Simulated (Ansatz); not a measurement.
**Ta3AsAu2O13: relaxation of cell and atoms with r2SCAN+rVV10**

Crystal: Ta3AsAu2O13.

```
Ta As Au O
1.0
     5.45204    0.00000    0.00000
    -2.72602    4.72161    0.00000
     0.00000    0.00000    9.57902
Ta As Au O
3 1 2 13
Cartesian
  0.0000 0.0000 1.8591
  0.0000 0.0000 7.7199
  2.7260 1.5739 0.0000
  0.0000 0.0000 4.7895
  0.0000 3.1478 2.6273
  0.0000 3.1478 6.9517
  0.0000 0.0000 0.0000
  -1.3422 4.5861 3.4870
  -0.5745 1.2662 3.4870
  1.9167 3.5909 3.4870
  -1.3422 4.5861 6.0921
  -0.5745 1.2662 6.0921
  1.9167 3.5909 6.0921
  1.1852 1.5782 8.2230
  3.4927 0.2373 8.2230
  3.5002 2.9061 8.2230
  1.1852 1.5782 1.3560
  3.4927 0.2373 1.3560
  3.5002 2.9061 1.3560
```

The cell was built by a generator and needn't be a form met in nature.

* Program: Ansatz 0.2.0
* Task: relaxation of cell and atoms
* Functional: r2SCAN
* Dispersion: rVV10
* Potentials or basis: Ansatz PAW
* Cutoff: 500 eV (not typed: the program's choice for these potentials)
* k mesh: 4 × 4 × 2
* Occupations: fermi-dirac, width 0.05 eV
* Spin: no spin polarisation

```yaml
Relaxed_volume: 12.36 Å³/atom
Relaxed_cell: a = 5.358 Å, b = 5.358 Å, c = 9.443 Å, α = 90.00°, β = 90.00°, γ = 120.00°
Space_group_after_relaxing_to_0.05_Å: P-6 (No. 174)
Energy_gained_by_relaxing: 15.0 meV/atom
Ionic_steps: 9
Pressure_after_relaxing: 0.0 GPa
Largest_force_after_relaxing: 0.003 eV/Å
Band_gap_on_the_k_mesh: none (metal or under the smearing width)
```

Forces in eV/Å, atoms in the order of the input:
```
Ta   0.000  0.000 -0.003
Ta   0.000  0.000  0.003
Ta   0.000  0.000  0.000
As   0.000  0.000  0.000
Au   0.000  0.000 -0.001
Au   0.000  0.000  0.001
O    0.000  0.000  0.000
O    0.000  0.001  0.000
O    0.000 -0.001  0.000
O    0.001  0.000  0.000
O    0.000  0.001  0.000
O    0.000 -0.001  0.000
O    0.001  0.000  0.000
O    0.000  0.000  0.000
O    0.000  0.000  0.000
O    0.000  0.000  0.000
O    0.000  0.000  0.000
O    0.000  0.000  0.000
O    0.000  0.000  0.000
```

Step by step:
```csv
step,energy change (eV),largest force (eV/Å),volume (Å³)
1,0.0000,0.2810,246.59
2,-0.2692,0.2886,234.44
3,-0.2883,0.1022,234.43
4,-0.2915,0.0625,234.52
5,-0.2919,0.0408,234.55
6,-0.2922,0.0123,234.69
7,-0.2922,0.0458,234.78
8,-0.2923,0.0034,234.77
9,-0.2842,0.0032,234.77
```

Final structure:
```xyz
19
Lattice="5.3580 0.0000 0.0000 -2.6790 4.6402 0.0000 0.0000 0.0000 9.4432" Properties=species:S:1:pos:R:3 pbc="T T T"
Ta    0.0000    0.0000    1.8523
Ta    0.0000    0.0000    7.5909
Ta    2.6790    1.5467    0.0000
As    0.0000    0.0000    4.7216
Au    0.0000    3.0934    2.5648
Au    0.0000    3.0934    6.8783
O     0.0000    0.0000    0.0000
O    -1.3026    4.4944    3.4570
O    -0.5620    1.2649    3.4570
O     1.8646    3.5210    3.4570
O    -1.3026    4.4944    5.9862
O    -0.5620    1.2649    5.9862
O     1.8646    3.5210    5.9862
O     1.1554    1.5823    8.0984
O     3.4099    0.2095    8.0984
O     3.4716    2.8484    8.0984
O     1.1554    1.5823    1.3448
O     3.4099    0.2095    1.3448
O     3.4716    2.8484    1.3448
```

Levels at points of the mesh, in eV from the Fermi level:
```csv
k point,band 83,band 84,band 85,band 86,band 87,band 88
"(0.00, 0.00, 0.00)",-1.55,-0.01,-0.01,0.21,0.21,1.55
"(0.00, 0.00, -0.50)",-1.49,-0.08,-0.08,0.28,0.28,2.03
"(0.00, -0.50, 0.00)",-1.19,-0.32,-0.04,0.05,0.29,2.35
"(0.00, -0.50, -0.50)",-1.17,-0.20,-0.09,-0.03,0.27,2.48
```

It took 85 s on 8 threads of Intel(R) Xeon(R) 6975P-C (Granite Rapids), on a shared host, peak memory 1.9 GiB.

Caveat: the plane-wave basis is chosen anew once the cell has moved, so the energies of steps on either side of that aren't comparable; the PAW data sets come from PBE, with cores solved anew for the run's functional, which leaves a small shift of forces and pressure. The run has no spin-orbit coupling, so splittings on Au, Ta are missing.
